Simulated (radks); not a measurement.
**Pt in [Kr] 4d10 4f14 5s2 5p5 5d9 6s1 6d1: an all-electron calculation**

What are the levels of neutral platinum, how large are its shells, and how does its energy divide?

The numbers are computed with radks (a radial shooting solver on a logarithmic mesh, Libxc functionals) version 1 (scalar-relativistic Kohn-Sham, BLYP, spin-polarised, spherical densities, point nucleus; open shells are filled with parallel spins first), except any that are marked as measured or tabulated.

## Step 1: What is computed

| Property | Result |
| --- | --- |
| element | platinum (Z = 78) |
| charge | 0 |
| electrons | 78 |
| configuration | [Kr] 4d10 4f14 5s2 5p5 5d9 6s1 6d1 |

The outer shells:

Pt
```
[Kr] core
4d [↑↓][↑↓][↑↓][↑↓][↑↓]
4f [↑↓][↑↓][↑↓][↑↓][↑↓][↑↓][↑↓]
5s [↑↓]
5p [↑↓][↑↓][↑ ]
5d [↑↓][↑↓][↑↓][↑↓][↑ ]
6s [↑ ]
6d [↑ ][  ][  ][  ][  ]
```

## Step 2: The calculation

Input:

```text
Z 78
configuration [Kr] 4d10 4f14 5s2 5p5 5d9 6s1 6d1 6p0 7s0 5f0 7d0
relativity scalar-relativistic
functional b88,lyp
spin polarised
nucleus point
c 137.035999084
```

**Question.** What will this run give?

**Answer**, as computed:

```
                        quantity                   value
                    total energy     -18412.3313 hartree
exchange-correlation share of it                  1.93 %
                            −T/E                  1.1156
          highest occupied level        6d up, -0.634 eV
    most extended occupied level  6d up, <r> = 9.95 bohr
 radius at density 0.001 e/bohr³               4.10 bohr
    maxima of the radial density                       5
```

**Reading.** 6 principal shells are occupied and 5 maxima appear in the radial density; where shells overlap, one shows as a shoulder or not at all. −T/E is 1.116: with relativity the kinetic term as defined here no longer equals −E. This is not the tabulated ground configuration, so its levels and sizes aren't those of the ground state, and no measured value stands beside it.
